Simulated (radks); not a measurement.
**F⁸⁺ in 1s1: an all-electron calculation**

What are the levels of the fluorine ion F8+, how large are its shells, and how does its energy divide?

Program: radks (a radial shooting solver on a logarithmic mesh, Libxc functionals) version 1. Level of theory: scalar-relativistic Kohn-Sham, LDA (Slater exchange, Perdew-Wang correlation), spin-polarised, spherical densities, finite nucleus; open shells are filled with parallel spins first. These are calculated values, not measurements, unless marked.

### 1 Starting point

* element: fluorine (Z = 9)
* charge: +8
* electrons: 1
* configuration: 1s1
* nuclear rms radius: 2.8976 fm

Outer shells as boxes (Hund's rule):

F⁸⁺
```
1s [↑ ]
```

### 2 The run

The run's settings:

```text
Z 9
configuration 1s1
relativity scalar-relativistic
functional lda,pw
spin polarised
nucleus finite rms 2.8976 fm
c 137.035999084
```

Launch:

```
$ python run_ks.py task.json out
```

The same process makes all the runs of this session.

**Question.** What will this run give?

As calculated:

```
                        quantity                    value
                    total energy        -40.19297 hartree
exchange-correlation share of it                   6.10 %
                            −T/E                   1.0013
          highest occupied level        1s up, -1039.4 eV
    most extended occupied level  1s up, <r> = 0.168 bohr
 radius at density 0.001 e/bohr³               0.692 bohr
    maxima of the radial density                        1
         ionisation energy, NIST       1103.1 (theory) eV
```

**Reading.** 1 principal shells are occupied and 1 maxima appear in the radial density. The top level binds by 1039.4 eV, 94 % of the NIST ionisation energy of 1103.1 eV. 
